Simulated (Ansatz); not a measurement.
# Ge₂H₃ (doublet): wave-function methods side by side at distance Ge1–Ge2 = 2.719 Å, cc-pVTZ

The task here is to estimate one member of a computed series from the others.

The runs use Ansatz 0.2.0, Gaussian basis; cc-pVTZ, core rule «outside noble gas», up to 28 orbitals frozen.

The runs, in order: UHF; CCSD(T) on ROHF; CCSD(T) on UHF; BCCD(T) on ROHF; CCSDT(Q) on ROHF; CCSDT(Q) on UHF; CASSCF and NEVPT2, 3 electrons in 3 orbitals.

3 further runs of the same task are left out: 1 for a known fault of the program, 2 that didn't finish. Runs told in other sessions of the task aren't counted.

### The system

The geometry derives from a PBE0/def2-TZVP stationary point (not a proven minimum). One bond is set to the value named and the two fragments are kept rigid. No spin-orbit coupling is included. The filled d shell of Ge may be among the frozen orbitals whatever the setting's name suggests.

5 atoms, charge 0, spin multiplicity 2.

Atoms are counted from 1 here; the program's logs count them from 0.

Bond lengths: Ge1–H3 1.550 Å, Ge1–H4 1.544 Å, Ge1–H5 1.544 Å. Angles: H3–Ge1–H4 106.7°, H3–Ge1–H5 106.7°, H4–Ge1–H5 107.3°.

Geometry (Å):

```
Ge   -0.0020    0.0000    1.3201
Ge   -0.0014    0.0000   -1.3989
H     1.5002    0.0000    1.7008
H    -0.6287    1.2435    1.9868
H    -0.6287   -1.2435    1.9868
```

Set-up of the first run:

Input file in.yaml:

```yaml
crystal:
  periodic: [false, false, false]
  atoms:
    - {symbol: Ge, position_ang: [-0.002017, 0.000001, 1.320132]}
    - {symbol: Ge, position_ang: [-0.001353, -0.000001, -1.398868]}
    - {symbol: H, position_ang: [1.500205, -0.000013, 1.700790]}
    - {symbol: H, position_ang: [-0.628675, 1.243483, 1.986777]}
    - {symbol: H, position_ang: [-0.628698, -1.243469, 1.986778]}
basis:
  gaussian: {orbitals: cc-pVTZ}
magnetization: {spin_polarized: true, initial_magnetization: 1}
hamiltonian: {xc: hf}
output: {orbitals: {seedname: orbitals}}
```

Run with:

```bash
$ ansatz run in.yaml --threads 1 --pin off --events-out ev --progress --plain --max-ram 2816MiB --backend cpu
```

Steps of the session up to this table: UHF; CCSD(T) on ROHF; CCSD(T) on UHF; BCCD(T) on ROHF; CCSDT(Q) on ROHF; CCSDT(Q) on UHF; CASSCF and NEVPT2, 3 electrons in 3 orbitals.

One table of the session follows, with a row left open; its other results are not shown here.

```
   method  from UCCSDT(Q) (kJ/mol)
     ROHF                   +642.2
      UHF                        ?
     RMP2                   +129.4
     UMP2                   +130.5
    RCCSD                    +26.2
    UCCSD                    +25.5
 RCCSD(T)                     +4.9
 UCCSD(T)                     +4.6
  BCCD(T)                     +4.8
   RCCSDT                     +1.3
   UCCSDT                     +1.0
RCCSDT(Q)                     +0.4
UCCSDT(Q)                        0
```

Estimate the missing values for UHF.

**Answer.** from UCCSDT(Q) (kJ/mol): +631.8. In the column «from UCCSDT(Q) (kJ/mol)» it lies between UMP2 (+130.5) and ROHF (+642.2).

Left out of the table: CASSCF pair, NEVPT2 pair (the active space lost an orbital or holds another state than full CI finds).

Caveats from the session: Restricted and unrestricted rows rest on different reference determinants; a gap between their highest levels can come from leftover correlation error, from unlike frozen cores or from another state. Warnings in the runs' records: passed over end.
